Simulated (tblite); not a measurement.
# CH5ClNSi (SMILES [CH2][SiH](N)Cl) at GFN2-xTB

We compute a structure relaxation of CH5ClNSi. Input form: a Python script.

The calculation is run with tblite 0.8.0.

28 further runs of the same task are left out: 28 set aside as unsound or not needed.

## (1) The structure to begin with

The species is CH5ClNSi (9 atoms), meant as a doublet with charge 0. As SMILES, `[CH2][SiH](N)Cl`. The coordinates come from a GFN2-xTB relaxation. This is one conformer, not always the lowest. The run starts from this shape.

Bond lengths: C1–Si2 1.844 Å, Si2–N3 1.721 Å, Si2–Cl4 2.049 Å, C1–H5 1.075 Å, C1–H6 1.075 Å, Si2–H7 1.462 Å, N3–H8 1.008 Å, N3–H9 1.007 Å. Some angles: C1–Si2–N3 107.2°, C1–Si2–Cl4 107.7°, N3–Si2–Cl4 114.5°, C1–Si2–H7 116.4°, N3–Si2–H7 105.4°, Cl4–Si2–H7 105.9°, Si2–C1–H5 122.4°, Si2–C1–H6 122.2°, Si2–N3–H8 119.3°, Si2–N3–H9 119.6°.

## (2) A geometry optimisation at GFN2-xTB

Input file input.xyz:

```xyz
9

C     -0.473790     1.400700    -0.445890
Si     0.409630    -0.216870    -0.373960
N      0.120640    -0.887240     1.184880
Cl    -0.265030    -1.366620    -1.929950
H     -0.727180     1.877000    -1.375870
H     -0.694290     1.972430     0.437530
H      1.864030    -0.168990    -0.512260
H      0.574210    -1.749340     1.442110
H     -0.808230    -0.861060     1.573410
```

Input file job.py:

```python
# GFN2-xTB geometry optimisation
import json
import numpy as np
from tblite.interface import Calculator
from tblite.interface import symbols_to_numbers
from scipy.optimize import minimize

symbols = list(map(str, np.loadtxt("input.xyz", skiprows=2, usecols=0, dtype=str, ndmin=1)))
numbers = np.array(symbols_to_numbers(symbols))
positions = np.loadtxt("input.xyz", skiprows=2, usecols=(1, 2, 3), ndmin=2) / 0.529177210903

calc = Calculator("GFN2-xTB", numbers, positions, charge=0, uhf=1)
calc.set("verbosity", 0)
calc.set("accuracy", 0.01)
calc.add("spin-polarization", 1.0)
last, frames, energies, grads = [None], [], [], []

def fun(x):
    calc.update(x.reshape(-1, 3))
    last[0] = calc.singlepoint(last[0])
    return float(last[0].get('energy')), last[0].get('gradient').ravel()

def show(x):
    e, g = fun(x)
    frames.append(x.reshape(-1, 3).tolist())
    energies.append(e)
    grads.append(g.reshape(-1, 3).tolist())
    print(f"{len(energies) - 1:4d} {e:16.9f} {np.abs(g).max():12.3e} {np.linalg.norm(g):12.3e}")

print("step      energy/Eh       max grad     grad norm")
show(positions.ravel())
opt = minimize(fun, positions.ravel(), jac=True, method="BFGS", callback=show, options={"gtol": 3e-05, "maxiter": 500})
print("converged:", opt.success, "-", opt.message)
fun(opt.x)
res = last[0]
final = opt.x.reshape(-1, 3)
print("final geometry (angstrom)")
for s, p in zip(symbols, final * 0.529177210903):
    print(f"{s:<2} {p[0]:12.6f} {p[1]:12.6f} {p[2]:12.6f}")
print(f"Energy: {res.get('energy') * 27.211386:.8f} eV")
eps = np.atleast_2d(res.get("orbital-energies")) * 27.211386
occ = np.atleast_2d(res.get("orbital-occupations"))
filled = occ.sum(axis=0) if eps.shape[0] == 1 else occ[0]
homo = np.nonzero(filled > 0.5)[0].max()
print(f"HOMO {eps[0, homo]:.4f} eV")
if homo + 1 < eps.shape[1]:
    print(f"LUMO {eps[0, homo + 1]:.4f} eV, gap {eps[0, homo + 1] - eps[0, homo]:.4f} eV")
mu = res.get("dipole") * 2.541746
print(f"|mu|: {np.linalg.norm(mu):.4f} D, components " + " ".join(f"{c:.4f}" for c in mu))
q = res.get("charges")
print("Charges:", " ".join(f"{s}{i + 1}={c:+.4f}" for i, (s, c) in enumerate(zip(symbols, q))))
out = {k: np.asarray(res.get(k)).tolist() for k in ("energy", "gradient", "charges", "dipole", "orbital-energies", "orbital-occupations")}
out.update(symbols=symbols, positions=(positions * 0.529177210903).tolist(), final=final.tolist(), frames=frames, step_energies=energies, grads=grads, success=bool(opt.success))
json.dump(out, open("results.json", "w"))
```

On the command line:

```
$ python job.py
```

What values should one expect? Wanted: total energy at the end; dipole moment; HOMO energy; LUMO energy.

**Answer.** As computed:

Level: GFN2-xTB.

| quantity | value |
| --- | --- |
| total energy at the end | -13.87110 Eh |
| dipole moment | 2.15 D |
| HOMO energy (as the program lists it) | -10.17 eV |
| LUMO energy (as the program lists it) | -4.22 eV |

**Reading.** At the final geometry: Bond lengths: C1–Si2 1.853 Å, Si2–N3 1.720 Å, Si2–Cl4 2.046 Å, C1–H5 1.076 Å, C1–H6 1.075 Å, Si2–H7 1.460 Å, N3–H8 1.007 Å, N3–H9 1.007 Å. Some angles: C1–Si2–N3 107.1°, C1–Si2–Cl4 107.8°, N3–Si2–Cl4 114.3°, C1–Si2–H7 115.9°, N3–Si2–H7 105.7°, Cl4–Si2–H7 106.3°, Si2–C1–H5 122.4°, Si2–C1–H6 122.1°, Si2–N3–H8 119.4°, Si2–N3–H9 119.8°. The optimisation took 47 steps and changed the energy by -0.001 eV. Mulliken charges run from -0.40 on N3 to +0.51 on Si2.
